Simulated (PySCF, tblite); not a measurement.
# H6NOSi2 radical, a small gas-phase stand-in for a defect centre (nitride N site): EPR parameters

Wanted: the EPR parameters for `[O]N([SiH3])[SiH3]`. It is drawn as: oxygen hole.

Computed with tblite 0.8.0 and PySCF 2.14.0; each step states its level. No surroundings beyond the atoms listed, unless a continuum is named. Atoms count from 0, parts from 1.

### 1 Starting point

10 atoms, charge 0, multiplicity 2; geometry: distance geometry start.

### 2 Geometry optimisation with GFN2-xTB

What the job is given:

```
{"job": {"kind": "relax", "xc": "GFN2-xTB", "basis": "xTB"}, "charge": 0, "multiplicity": 2}
Si     1.472689    -0.445450     0.059301
N      0.514196     0.605412     1.221549
Si    -0.836329     1.585272     0.491317
O      1.199140     1.205953     2.236448
H      0.901506    -1.741057     0.009409
H      1.417949     0.151358    -1.241090
H      2.785369    -0.496467     0.516026
H     -0.255972     2.627300    -0.324002
H     -1.593800     2.196496     1.505240
H     -1.651305     0.752684    -0.296130
```

Level: GFN2-xTB geometry optimisation, gas phase.

Launch:

```console
> OMP_NUM_THREADS=1 python cluster_run.py task.json out
```

The driver reads the jobs from task.json and runs them one after another.

Log:

```text
step      E/eV     max force
  0    -365.51714    2.924
  1    -365.74276    1.136
  2    -365.80911    0.949
  3    -365.84549    0.681
  4    -365.89355    0.881
  5    -365.93978    0.638
  6    -365.95975    0.287
  7    -365.96894    0.227
  8    -365.97407    0.222
  9    -365.98200    0.299
 10    -365.99276    0.346
 11    -366.00286    0.274
 12    -366.01029    0.248
 13    -366.01733    0.247
 14    -366.02250    0.190
 15    -366.02559    0.191
 16    -366.02795    0.147
 17    -366.03077    0.182
 18    -366.03482    0.221
 19    -366.03897    0.188
 20    -366.04143    0.106
 21    -366.04222    0.047
 22    -366.04256    0.057
 23    -366.04304    0.058
 24    -366.04372    0.071
 25    -366.04446    0.060
 26    -366.04504    0.063
 27    -366.04545    0.067
 28    -366.04582    0.061
 29    -366.04632    0.056
 30    -366.04688    0.073
 31    -366.04751    0.083
 32    -366.04810    0.076
 33    -366.04856    0.045
 34    -366.04885    0.047
 35    -366.04914    0.047
 36    -366.04966    0.080
 37    -366.05062    0.119
 38    -366.05217    0.131
 39    -366.05377    0.093
 40    -366.05495    0.087
 41    -366.05602    0.092
 42    -366.05733    0.115
 43    -366.05939    0.133
 44    -366.06163    0.113
 45    -366.06326    0.068
 46    -366.06416    0.079
 47    -366.06484    0.097
 48    -366.06609    0.116
 49    -366.06814    0.151
 50    -366.07311    0.187
 51    -366.07906    0.182
 52    -366.08342    0.223
 53    -366.09469    0.194
 54    -366.10165    0.188
 55    -366.10446    0.155
 56    -366.10787    0.185
 57    -366.11230    0.230
 58    -366.11742    0.324
 59    -366.12290    0.216
 60    -366.12668    0.122
 61    -366.12754    0.074
 62    -366.12806    0.089
 63    -366.12881    0.101
 64    -366.13007    0.106
 65    -366.13140    0.105
 66    -366.13225    0.096
 67    -366.13264    0.081
 68    -366.13298    0.063
 69    -366.13327    0.039
 70    -366.13347    0.040
 71    -366.13359    0.024
 72    -366.13365    0.021
 73    -366.13372    0.020
 74    -366.13378    0.025
 75    -366.13384    0.024
 76    -366.13387    0.016
 77    -366.13390    0.011
 78    -366.13392    0.012
 79    -366.13394    0.017
 80    -366.13397    0.021
 81    -366.13401    0.025
 82    -366.13407    0.031
 83    -366.13418    0.039
 84    -366.13436    0.050
 85    -366.13460    0.049
 86    -366.13478    0.032
 87    -366.13486    0.018
 88    -366.13491    0.017
 89    -366.13496    0.022
 90    -366.13503    0.026
 91    -366.13511    0.028
 92    -366.13519    0.024
 93    -366.13525    0.021
 94    -366.13527    0.012
 95    -366.13528    0.009
 96    -366.13530    0.010
 97    -366.13531    0.014
 98    -366.13534    0.019
 99    -366.13536    0.018
100    -366.13538    0.011
101    -366.13539    0.006
```

It took 1.2 s on 1 thread of Arm Neoverse V1, shared host.

Step by step:

| step | energy from step 0 (eV) | largest force (eV/Å) |
| --- | --- | --- |
| 0 | 0.0000 | 2.9242 |
| 4 | -0.3764 | 0.8804 |
| 8 | -0.4569 | 0.2224 |
| 12 | -0.4932 | 0.2485 |
| 16 | -0.5108 | 0.1471 |
| 20 | -0.5243 | 0.1062 |
| 24 | -0.5266 | 0.0716 |
| 28 | -0.5287 | 0.0613 |
| 32 | -0.5310 | 0.0759 |
| 36 | -0.5325 | 0.0796 |
| 40 | -0.5378 | 0.0871 |
| 44 | -0.5445 | 0.1131 |
| 48 | -0.5489 | 0.1160 |
| 52 | -0.5663 | 0.2230 |
| 56 | -0.5907 | 0.1849 |
| 60 | -0.6095 | 0.1218 |
| 64 | -0.6129 | 0.1070 |
| 68 | -0.6158 | 0.0629 |
| 72 | -0.6165 | 0.0209 |
| 76 | -0.6167 | 0.0153 |
| 80 | -0.6168 | 0.0205 |
| 84 | -0.6172 | 0.0500 |
| 88 | -0.6178 | 0.0175 |
| 92 | -0.6181 | 0.0241 |
| 96 | -0.6182 | 0.0093 |
| 100 | -0.6182 | 0.0119 |
| 101 | -0.6182 | 0.0068 |

Distances of close pairs at the start and the end, largest changes first:

| bond | before (Å) | after (Å) | change (Å) |
| --- | --- | --- | --- |
| Si0–N1 | 1.837 | 1.763 | -0.074 |
| Si0–H6 | 1.391 | 1.458 | +0.068 |
| N1–O3 | 1.364 | 1.303 | -0.060 |
| N1–Si2 | 1.821 | 1.763 | -0.059 |
| Si2–H9 | 1.406 | 1.462 | +0.055 |
| Si2–H8 | 1.405 | 1.459 | +0.053 |
| Si0–H4 | 1.417 | 1.458 | +0.041 |
| Si0–H5 | 1.432 | 1.461 | +0.029 |

### 3 Relaxing the molecule at PBE0-D3(BJ)/def2-SVP

What the job is given:

```
{"job": {"xc": "PBE0", "basis": "def2-SVP", "d3": "d3bj", "grid": 2, "kind": "geom", "shake": 0.01}, "charge": 0, "multiplicity": 2}
Si     1.109534    -1.241032    -0.338442
N      0.141944     0.077511     0.387750
Si    -1.227663     1.147950     0.021009
O      0.631242     0.333579     1.583742
H      0.921011    -2.374886     0.524621
H      0.484006    -1.384042    -1.665324
H      2.474683    -0.735746    -0.384181
H     -0.662991     2.511918     0.118568
H     -2.216575     0.873890     1.065761
H     -1.613640     0.765274    -1.312029
```

Log:

```text
step   0  E = -711.82353993  max force = 0.024619
step   1  E = -711.83095915  max force = 0.006006
step   2  E = -711.83128131  max force = 0.001874
step   3  E = -711.83131736  max force = 0.000511
step   4  E = -711.83132468  max force = 0.000326
optimisation converged
```

Wall time 36 s (1 thread of Arm Neoverse V1, shared host); peak memory 0.49 GiB.

The steps of the relaxation:

| step | energy from step 0 (eV) | largest force component (eV/Å) |
| --- | --- | --- |
| 0 | 0.0000 | 1.2660 |
| 1 | -0.2019 | 0.3088 |
| 2 | -0.2107 | 0.0964 |
| 3 | -0.2116 | 0.0263 |
| 4 | -0.2118 | 0.0168 |

Distances of close pairs at the start and the end, largest changes first:

| bond | before (Å) | after (Å) | change (Å) |
| --- | --- | --- | --- |
| Si2–H9 | 1.440 | 1.492 | +0.052 |
| Si0–H4 | 1.437 | 1.489 | +0.051 |
| Si0–H6 | 1.456 | 1.488 | +0.032 |
| Si2–H8 | 1.464 | 1.488 | +0.024 |
| N1–O3 | 1.317 | 1.295 | -0.022 |
| Si0–H5 | 1.474 | 1.492 | +0.018 |
| N1–Si2 | 1.777 | 1.792 | +0.015 |
| Si2–H7 | 1.479 | 1.488 | +0.009 |

The end geometry stands in the next job.

| at the end point | value |
| --- | --- |
| point group (found at 0.08 Å tolerance) | C2v |
| rotational constants (GHz, main isotopes) | 7.763, 2.755, 2.137 |
| dipole moment (D) | 2.28 |
| ⟨S²⟩ | 0.753 |

### 4 g tensor and hyperfine couplings: B3LYP/IGLO-III+pcH-1

What the job is given:

```
{"job": {"kind": "epr"}, "charge": 0, "multiplicity": 2}
Si     1.078902    -1.205225    -0.291299
N      0.203808     0.107066     0.557965
Si    -1.182015     1.141995     0.089091
O      0.654013     0.356040     1.746630
H      0.950377    -2.458539     0.501761
H      0.446004    -1.358814    -1.633481
H      2.510946    -0.820554    -0.420409
H     -0.745775     2.564702     0.122615
H     -2.291500     0.917113     1.055557
H     -1.591747     0.745136    -1.289645
```

With the program's defaults for keys left out, this is: UKS B3LYP, IGLO-III on N O Si, pcH-1 on H, non-relativistic, mean-field spin-orbit, GIAO.

Log:

```text
UKS, coarse grid
  cycle   1  E = -712.52029385  |g| = 5.26e-01
  cycle   2  E = -711.98550253  |g| = 1.25e+00
  cycle   3  E = -712.62817278  |g| = 6.07e-02
  cycle   4  E = -712.62960545  |g| = 3.94e-02
  cycle   5  E = -712.63020139  |g| = 1.34e-02
  cycle   6  E = -712.63029013  |g| = 8.41e-03
  cycle   7  E = -712.63032211  |g| = 1.56e-03
  cycle   8  E = -712.63032303  |g| = 3.89e-04
UKS, final grid
  cycle   1  E = -712.63030397  |g| = 4.33e-04
  cycle   2  E = -712.63030376  |g| = 8.93e-04
  cycle   3  E = -712.63030406  |g| = 1.06e-04
  cycle   4  E = -712.63030407  |g| = 5.27e-05
  cycle   5  E = -712.63030407  |g| = 2.43e-05
E = -712.63030407 Eh   <S^2> = 0.7540 (exact 0.7500)
g shifts (ppm)      1          2          3
  rmc          -281       -281       -281
  gc            -12         54         55
  oz_so         -92       4366      14670
  total        -385       4139      14444
hyperfine (MHz)  atom isotope    a_iso     a_fc   dipolar eigenvalues
    0  29Si      21.12      21.11     -0.55     -0.28      0.83
    1   14N      11.26      11.16    -18.89    -18.20     37.09
    2  29Si      21.02      21.01     -0.58     -0.28      0.86
    3   17O     -44.75     -43.80   -191.37     93.71     97.65
    4    1H      22.10      22.10     -2.65     -2.47      5.12
    5    1H      -3.93      -3.93     -2.75     -2.24      4.99
    6    1H      21.69      21.69     -2.66     -2.47      5.13
    7    1H      21.52      21.52     -2.66     -2.49      5.15
    8    1H      21.57      21.57     -2.67     -2.48      5.15
    9    1H      -3.95      -3.95     -2.73     -2.23      4.96
```

Run time: 34 s. Hardware: 1 thread of Arm Neoverse V1, shared host; peak memory 0.75 GiB.

Principal g values 2.00193, 2.00646, 2.01676; g(iso) = 2.00839, against 2.00232 for a free electron.

Hyperfine couplings; where a row names several nuclei, a(iso) is their mean (it holds for fast rotation or exchange) and the dipolar term the largest among them:

| nuclei | isotope | a(iso) (MHz) | a(iso) (G, at g = 2.0023) | largest dipolar term (MHz) |
| --- | --- | --- | --- | --- |
| O3 | 17O | -44.7 | -16.0 | -191.4 |
| H4, H6, H7, H8 | 1H | 21.7 | 7.8 | 5.2 |
| Si0, Si2 | 29Si | 21.1 | 7.5 | 0.9 |
| N1 | 14N | 11.3 | 4.0 | 37.1 |
| H5, H9 | 1H | -3.9 | -1.4 | 5.0 |

Mulliken spin populations:

| atom | value (e) |
| --- | --- |
| Si0 | 0.00 |
| N1 | 0.36 |
| Si2 | 0.00 |
| O3 | 0.59 |
| H4 | 0.01 |
| H5 | 0.00 |
| H6 | 0.01 |
| H7 | 0.01 |
| H8 | 0.01 |
| H9 | 0.00 |

In first order the couplings over 0.8 MHz of 1H, 14N give 45 distinct lines over 41.9 G, if the averaged nuclei exchange fast; the same motion can average rows kept apart here too.

### 5 EPR parameters: BHandHLYP/IGLO-III+pcH-1

Settings changed since step 4:

```diff
@@ -1,2 +1,2 @@
-{"job": {"kind": "epr"}, "charge": 0, "multiplicity": 2}
+{"job": {"kind": "epr", "xc": "BHandHLYP"}, "charge": 0, "multiplicity": 2}
 Si     1.078902    -1.205225    -0.291299
```

With the program's defaults for keys left out, this is: UKS BHandHLYP, IGLO-III on N O Si, pcH-1 on H, non-relativistic, mean-field spin-orbit, GIAO.

Log:

```text
UKS, coarse grid
  cycle   1  E = -712.38808047  |g| = 5.02e-01
  cycle   2  E = -712.25879488  |g| = 8.15e-01
  cycle   3  E = -712.50260773  |g| = 4.61e-02
  cycle   4  E = -712.50488541  |g| = 3.23e-02
  cycle   5  E = -712.50577988  |g| = 1.62e-02
  cycle   6  E = -712.50611909  |g| = 1.10e-02
  cycle   7  E = -712.50632271  |g| = 3.46e-03
  cycle   8  E = -712.50634264  |g| = 9.81e-04
  cycle   9  E = -712.50634441  |g| = 2.58e-04
UKS, final grid
  cycle   1  E = -712.50633163  |g| = 1.55e-04
  cycle   2  E = -712.50633165  |g| = 1.23e-04
  cycle   3  E = -712.50633166  |g| = 8.21e-05
  cycle   4  E = -712.50633167  |g| = 2.58e-05
E = -712.50633167 Eh   <S^2> = 0.7581 (exact 0.7500)
g shifts (ppm)      1          2          3
  rmc          -298       -298       -298
  gc            -15         55         57
  oz_so         -79       4842      16762
  total        -393       4599      16521
hyperfine (MHz)  atom isotope    a_iso     a_fc   dipolar eigenvalues
    0  29Si      23.23      23.23     -0.97     -0.20      1.17
    1   14N      17.06      16.94    -17.86    -17.43     35.30
    2  29Si      23.10      23.10     -0.99     -0.21      1.20
    3   17O     -76.71     -75.50   -209.43    102.02    107.41
    4    1H      16.70      16.70     -2.65     -2.53      5.18
    5    1H      -4.16      -4.17     -2.68     -2.21      4.90
    6    1H      16.37      16.37     -2.66     -2.53      5.19
    7    1H      16.20      16.20     -2.68     -2.54      5.22
    8    1H      16.23      16.23     -2.68     -2.54      5.23
    9    1H      -4.18      -4.19     -2.66     -2.20      4.87
```

It took 35 s on 1 thread of Arm Neoverse V1, shared host; peak memory 0.75 GiB.

In short: g(iso) 2.00923.

### 6 Run by run: EPR parameters

g, ⟨S²⟩ and isotropic hyperfine couplings (MHz), with basis size and wall time:

| run | g(iso) | ⟨S²⟩ | 17O O3 | 1H H4 (mean) | 29Si Si0 (mean) | 14N N1 | 1H H5 (mean) | functions | time |
| --- | --- | --- | --- | --- | --- | --- | --- | --- | --- |
| B3LYP/IGLO-III+pcH-1 | 2.00839 | 0.754 | -44.7 | 21.7 | 21.1 | 11.3 | -3.9 | 218 | 34 s |
| BHandHLYP/IGLO-III+pcH-1 | 2.00923 | 0.758 | -76.7 | 16.4 | 23.2 | 17.1 | -4.2 | 218 | 35 s |

### 7 Outcome

| quantity | value |
| --- | --- |
| point group | C2v |
| rotational constants (main isotopes) | 7.76, 2.75, 2.14 GHz |
| g(iso) (B3LYP) | 2.00839 |
| ⟨S²⟩ | 0.754 (exact 0.75) |
| largest a(iso) (averaged by class) | 17O on O3, -44.7 MHz |

The start of the PBE0/def2-SVP relaxation was shaken at random by about 0.01 Å, so part of the energy gained, and of the first lengths quoted, undoes that. Relaxing lowered the energy by 0.212 eV in 4 steps; the close pair that moved most is Si2–H9, from 1.440 to 1.492 Å (PBE0/def2-SVP). No frequency check was run at this level, so the end point may be a saddle. The largest share of the spin, 0.59 e, sits on O3. The isotropic g lies 6.1 ppt above the free-electron value. The coupling of 17O on O3 runs from -76.7 (BHandHLYP/IGLO-III+pcH-1) to -44.7 MHz (B3LYP/IGLO-III+pcH-1).
